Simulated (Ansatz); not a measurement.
BrCa (charge +1), an active-space calculation

Program: the Ansatz DFT code, driven from Python.

Notebook, run cell by cell (the value of a cell's last expression is shown):

```python
import ansatz as az
```

```python
geometry_ang = [
    ('Ca', [0.0, 0.0, 0.0]),
    ('Br', [0.0, 0.0, 2.805]),
]
mol = az.Crystal.molecule()
for symbol, xyz in geometry_ang:
    mol = mol.atom(symbol, xyz)
```

```python
calculation = (
    mol.calculation()
    .basis(gaussian='def2-SVP')
    .charge(1)
    .correlation(active_electrons=4, active_orbitals=4)
)
for method in [None, 'sc_nevpt2', 'fic_mrcisd_q']:
    data = (calculation if method is None else calculation.correlation(method)).run(threads=1, pin='off').report
    space = data['configurations']
    state = space['states'][0]
    print(method or 'casscf', f'total {data["free_energy_ev"] / 27.211386246:.6f} Ha, active-space state {state["energy"]["hartree"]:.6f} Ha, mean field {data["reference_energy_ev"] / 27.211386246:.6f} Ha')
    print('  determinants', state['n_determinants'], ' natural occupations', [round(n, 3) for n in space['natural_occupations']])
print('effectively unpaired electrons, sum of min(n, 2 - n):', round(sum(min(n, 2 - n) for n in space['natural_occupations']), 3))
```

    casscf total -3248.664123 Ha, active-space state -3248.664123 Ha, mean field -3248.640107 Ha
      determinants 36  natural occupations [1.987, 1.983, 0.015, 0.015]
    sc_nevpt2 total -3248.968120 Ha, active-space state -3248.664056 Ha, mean field -3248.640107 Ha
      determinants 20  natural occupations [1.987, 1.983, 0.015, 0.015]
    fic_mrcisd_q total -3248.983652 Ha, active-space state -3248.664056 Ha, mean field -3248.640107 Ha
      determinants 20  natural occupations [1.987, 1.983, 0.015, 0.015]
    effectively unpaired electrons, sum of min(n, 2 - n): 0.06

Total energies depend on the basis set; only differences at equal settings carry meaning. The geometry is a force-field or estimated start, not a minimum of this method, and the basis set is short of its limit. The active space starts as a window about the frontier orbitals and is then optimised, not chosen by chemistry. The spin state was assumed, and another may lie lower. Finished in 15 s on 1 thread of Arm Neoverse V2, on a shared host, peak memory 0.21 GiB.

(Lines on the test bed's own set-up are left out of the output.)
